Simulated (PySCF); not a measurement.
# InH2: a search over shapes

Which structure of InH2 lies lowest? The starts are bent and linear; the spin state tried: doublet. Each end point is tested by its vibrations.

Method: PBE0, basis In def2-TZVP with ECP28, H def2-TZVP, scalar-relativistic core potentials, no spin–orbit coupling, density fitting; program: PySCF 2.14.0.

**1. The starting structure**

3 atoms, charge 0, spin multiplicity 2.

Bond lengths: In1–H2 1.740 Å, In1–H3 1.740 Å. Angles: H2–In1–H3 110.0°.

```xyz
3
charge 0 multiplicity 2
In    0.0000    0.0000   -0.0172
H     1.4253    0.0000    0.9808
H    -1.4253    0.0000    0.9808
```

**2. Relaxation: bent start, doublet**

One driver script runs all steps and calls PySCF; scf.py shows how it sets up the SCF of each step. The optimiser is the driver's own. Before each start the driver seeks the lowest SCF state from one or more starting densities and follows internal instabilities, so scf.py alone need not reach the same state.

The program finds C2v symmetry in the start, which this walk keeps.

scf.py reads:

```python
from pyscf import gto, scf, dft
mol = gto.M(atom='''
In     0.000000     0.000000    -0.017205
H      1.425300    -0.000000     0.980795
H     -1.425300     0.000000     0.980795''',
    basis={'In': 'def2-TZVP', 'H': 'def2-TZVP'},
    ecp={'In': 'def2-TZVP'},
    charge=0, spin=1)
mf = dft.UKS(mol, xc='PBE0')
mf.grids.atom_grid = (50, 194)
aux = {'In': 'def2-universal-JKFIT', 'H': 'def2-universal-JKFIT'}
mf = mf.density_fit(auxbasis=aux)
mf.kernel()
```

The runs that follow: Frequencies; Relaxing the doublet from the linear start; Is it a minimum? Harmonic modes; Downhill along the imaginary mode.

What does the calculation give? Wanted: lowest minimum; geometry; wavenumbers; dipole moment; highest occupied, lowest empty level; polar-tensor charge of In1; zero-point energy; atomisation energy; ⟨S²⟩.

**Answer**, as computed:

```
                                          quantity                             value
                                    lowest minimum                      doublet, C2v
                                          geometry  In–H 1.758 Å (×2); H–In–H 120.7°
                                wavenumbers (cm⁻¹)    607 (a1), 1628 (a1), 1689 (b2)
                                     dipole moment                            0.42 D
highest occupied, lowest empty level (either spin)                   -5.43, -2.57 eV
                        polar-tensor charge of In1                           +0.56 e
                                 zero-point energy                       23.5 kJ/mol
                               entropy at 298.15 K                   234.4 J/(mol K)
         atomisation energy (no zero-point energy)                        403 kJ/mol
                                              ⟨S²⟩                             0.753
```

What this shows: The lowest minimum found is the doublet of C2v symmetry. The strongest infrared band lies at 1689 cm⁻¹ (b2, stretch). Most of the spin sits on In1 (Mulliken spin 0.70, against 1 for the whole molecule). A search over typed starts can miss a lower isomer. Spin–orbit coupling, left out here, can matter for elements this heavy.
